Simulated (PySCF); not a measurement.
**C₂H₆AlClS: fields and orbitals**

Aim: take C₂H₆AlClS and analyse its density (charges, bond critical points, surface potential), see where an electron leaves and enters and localise its valence orbitals.

Computed with PySCF 2.14.0. Level: levels as typed in each script, gas phase, geometry from GFN2-xTB.

## Step 1: The system as given

SMILES `CC[S][AlH][Cl]`, 11 atoms, charge 0, spin multiplicity 1.

Bond lengths: C1–C2 1.515 Å, C1–H6 1.087 Å, C1–H7 1.093 Å, C1–H8 1.089 Å, C2–S3 1.850 Å, C2–H9 1.089 Å, C2–H10 1.092 Å, S3–Al4 2.200 Å, Al4–Cl5 2.026 Å, Al4–H11 1.526 Å. Angles: C2–C1–H6 110.6°, C2–C1–H7 110.1°, C2–C1–H8 110.0°, H6–C1–H7 108.4°, H6–C1–H8 108.9°, H7–C1–H8 108.8°, C1–C2–S3 111.7°, C1–C2–H9 111.3°, C1–C2–H10 111.1°, S3–C2–H9 104.8°, S3–C2–H10 108.7°, H9–C2–H10 109.1°, C2–S3–Al4 100.2°, S3–Al4–Cl5 124.1°, S3–Al4–H11 115.4°, Cl5–Al4–H11 120.4°.

Coordinates:

```
atom     x (Å)     y (Å)     z (Å)
  C1   1.77507   1.47768   0.63636
  C2   1.63951   0.61031  -0.59792
  S3   1.19295  -1.13172  -0.16497
 Al4  -0.93431  -0.87764   0.33482
 Cl5  -2.04375   0.72918  -0.20478
  H6   2.51395   1.06192   1.31698
  H7   0.81728   1.53783   1.16052
  H8   2.08315   2.48257   0.35307
  H9   2.58574   0.53038  -1.13020
 H10   0.88151   1.00775  -1.27549
 H11  -1.56659  -2.02766   1.11271
```

## Step 2: Density, bond paths and surface potential (TPSSh/def2-svpd)

The input, input.py:

```python
import numpy as np
from pyscf import gto, scf, dft
from pyscf.scf import atom_ks, atom_hf
from scipy.linalg import block_diag

def solve(mol, dm0=None, hcore=None):
    mf = (dft.UKS if mol.spin else dft.RKS)(mol, xc='tpssh')
    mf.grids.level = 3
    mf = mf.density_fit(auxbasis='def2-universal-jkfit')
    mf.conv_tol, mf.max_cycle = 1e-8, 80
    if hcore is not None:
        mf.get_hcore = lambda *args: hcore
    mf.kernel(dm0)
    if not mf.converged:
        mf = mf.newton().run(mf.mo_coeff, mf.mo_occ, max_cycle=30)
    assert mf.converged, 'SCF not converged'
    return mf

mol = gto.M(atom='''
C      1.77507     1.47768     0.63636
C      1.63951     0.61031    -0.59792
S      1.19295    -1.13172    -0.16497
Al    -0.93431    -0.87764     0.33482
Cl    -2.04375     0.72918    -0.20478
H      2.51395     1.06192     1.31698
H      0.81728     1.53783     1.16052
H      2.08315     2.48257     0.35307
H      2.58574     0.53038    -1.13020
H      0.88151     1.00775    -1.27549
H     -1.56659    -2.02766     1.11271
''', basis='def2-svpd', charge=0, spin=0, verbose=4)
mf = solve(mol)
mf.analyze()
# spherically averaged free atoms, for the promolecule
atm = atom_ks.get_atm_nrks(mol, xc='tpssh')
pro = block_diag(*[(atm[a[0]][2] * atm[a[0]][3]) @ atm[a[0]][2].T for a in mol._atom])
np.savez('result.npz', e=mf.e_tot, c=mf.mo_coeff, occ=mf.mo_occ, eps=mf.mo_energy, pro=pro, dip=mf.dip_moment(verbose=0), s2=mf.spin_square()[0])
```

Started as:

```
$ OMP_NUM_THREADS=1 python input.py
```

## Step 4: Removing and adding an electron (PBE/def2-svpd)

The input, input.py:

```python
import numpy as np
from pyscf import gto, scf, dft
from pyscf.scf import atom_ks, atom_hf
from scipy.linalg import block_diag

def solve(mol, dm0=None, hcore=None):
    mf = (dft.UKS if mol.spin else dft.RKS)(mol, xc='pbe')
    mf.grids.level = 3
    mf = mf.density_fit(auxbasis='def2-universal-jkfit')
    mf.conv_tol, mf.max_cycle = 1e-8, 80
    if hcore is not None:
        mf.get_hcore = lambda *args: hcore
    mf.kernel(dm0)
    if not mf.converged:
        mf = mf.newton().run(mf.mo_coeff, mf.mo_occ, max_cycle=30)
    assert mf.converged, 'SCF not converged'
    return mf

mol = gto.M(atom='''
C      1.77507     1.47768     0.63636
C      1.63951     0.61031    -0.59792
S      1.19295    -1.13172    -0.16497
Al    -0.93431    -0.87764     0.33482
Cl    -2.04375     0.72918    -0.20478
H      2.51395     1.06192     1.31698
H      0.81728     1.53783     1.16052
H      2.08315     2.48257     0.35307
H      2.58574     0.53038    -1.13020
H      0.88151     1.00775    -1.27549
H     -1.56659    -2.02766     1.11271
''', basis='def2-svpd', charge=0, spin=0, verbose=4)
mf = solve(mol)
out = dict(e0=mf.e_tot, dm0=mf.make_rdm1(), c=mf.mo_coeff, occ=mf.mo_occ, eps=mf.mo_energy)
for name, dq, spin in [('cation', 1, 1), ('anion', -1, 1)]:
    ion = mol.copy().set(charge=mol.charge + dq, spin=spin).build()
    mi = solve(ion)
    if spin and dq > 0 and mol.nao < 130:
        c, _, stable, _ = mi.stability(return_status=True)
        if not stable:
            mi = solve(ion, mi.make_rdm1(c, mi.mo_occ))
    print(name, 'vertical energy change / eV', (mi.e_tot - mf.e_tot) * 27.211386)
    out.update({'e_' + name: mi.e_tot, 'dm_' + name: mi.make_rdm1(), 's2_' + name: mi.spin_square()[0], 'eps_' + name: mi.mo_energy, 'occ_' + name: mi.mo_occ})
# spherically averaged free atoms, for the promolecule
atm = atom_ks.get_atm_nrks(mol, xc='pbe')
pro = block_diag(*[(atm[a[0]][2] * atm[a[0]][3]) @ atm[a[0]][2].T for a in mol._atom])
np.savez('result.npz', pro=pro, **out)
```

## Step 6: Localised orbitals (BP86/cc-pvtz)

The input, input.py:

```python
import numpy as np
from pyscf import gto, scf, dft, lo
from pyscf.data.elements import chemcore

def solve(mol, dm0=None, hcore=None):
    mf = (dft.UKS if mol.spin else dft.RKS)(mol, xc='bp86')
    mf.grids.level = 3
    mf = mf.density_fit(auxbasis='def2-universal-jkfit')
    mf.conv_tol, mf.max_cycle = 1e-8, 80
    if hcore is not None:
        mf.get_hcore = lambda *args: hcore
    mf.kernel(dm0)
    if not mf.converged:
        mf = mf.newton().run(mf.mo_coeff, mf.mo_occ, max_cycle=30)
    assert mf.converged, 'SCF not converged'
    return mf

mol = gto.M(atom='''
C      1.77507     1.47768     0.63636
C      1.63951     0.61031    -0.59792
S      1.19295    -1.13172    -0.16497
Al    -0.93431    -0.87764     0.33482
Cl    -2.04375     0.72918    -0.20478
H      2.51395     1.06192     1.31698
H      0.81728     1.53783     1.16052
H      2.08315     2.48257     0.35307
H      2.58574     0.53038    -1.13020
H      0.88151     1.00775    -1.27549
H     -1.56659    -2.02766     1.11271
''', basis='cc-pvtz', charge=0, spin=0, verbose=4)
mf = solve(mol)
occ_all = mf.mo_coeff[:, mf.mo_occ > 0]
occ = occ_all[:, chemcore(mol):]
loc = lo.ibo.ibo(mol, occ, iaos=lo.iao.iao(mol, occ_all))
fock, s = mf.get_fock(), mf.get_ovlp()
ortho = lo.orth_ao(mol, 'meta_lowdin')
ortho = lo.vec_lowdin(lo.iao.iao(mol, occ_all), s)
labels = lo.iao.reference_mol(mol).ao_labels(fmt=None)
vir = lo.vvo.livvo(mol, occ_all, mf.mo_coeff[:, mf.mo_occ == 0])
both = np.hstack([loc, vir])
p = (ortho.T @ s @ both) ** 2
pop = np.array([p[[l[0] == a for l in labels]].sum(0) for a in range(mol.natm)])
spd = np.array([[p[[l[0] == a and l[2][-1] == k for l in labels]].sum(0) for k in 'spd'] for a in range(mol.natm)])
eps = np.einsum('pi,pq,qi->i', both, fock, both)
for i in np.argsort(eps):
    top = np.argsort(-pop[:, i])[:3]
    print('%3d %s %9.4f Eh ' % (i + 1, 'occ' if i < loc.shape[1] else 'vir', eps[i]), '  '.join('%s%d %.3f' % (mol.atom_symbol(a), a + 1, pop[a, i]) for a in top))
np.savez('result.npz', c=both, nocc=loc.shape[1], pop=pop, spd=spd, eps=eps, e=mf.e_tot)
```

(Steps that only read results are left out.)

Q: Predict the outcome of this session. Wanted: dipole moment; HOMO, LUMO; vertical ionisation energy; vertical electron affinity.

As calculated:

| quantity | value |
| --- | --- |
| dipole moment (TPSSh/def2-svpd) | 1.42 D |
| HOMO, LUMO (TPSSh/def2-svpd) | -6.67, -1.48 eV |
| vertical ionisation energy (PBE/def2-svpd) | 9.20 eV |
| vertical electron affinity (PBE/def2-svpd) | -0.24 eV |
| localised occupied orbitals above −45 eV (BP86/cc-pvtz) | 15 |

At TPSSh/def2-svpd: The highest Hirshfeld charge is on Al4 (+0.44 e), the lowest on Cl5 (−0.17 e). The ionisation energy from two SCF runs, 9.20 eV, lies 3.1 eV above −ε(HOMO) = 6.13 eV of the same level, PBE/def2-svpd, since self-interaction lifts this functional's HOMO. The geometry was not optimised at these levels.
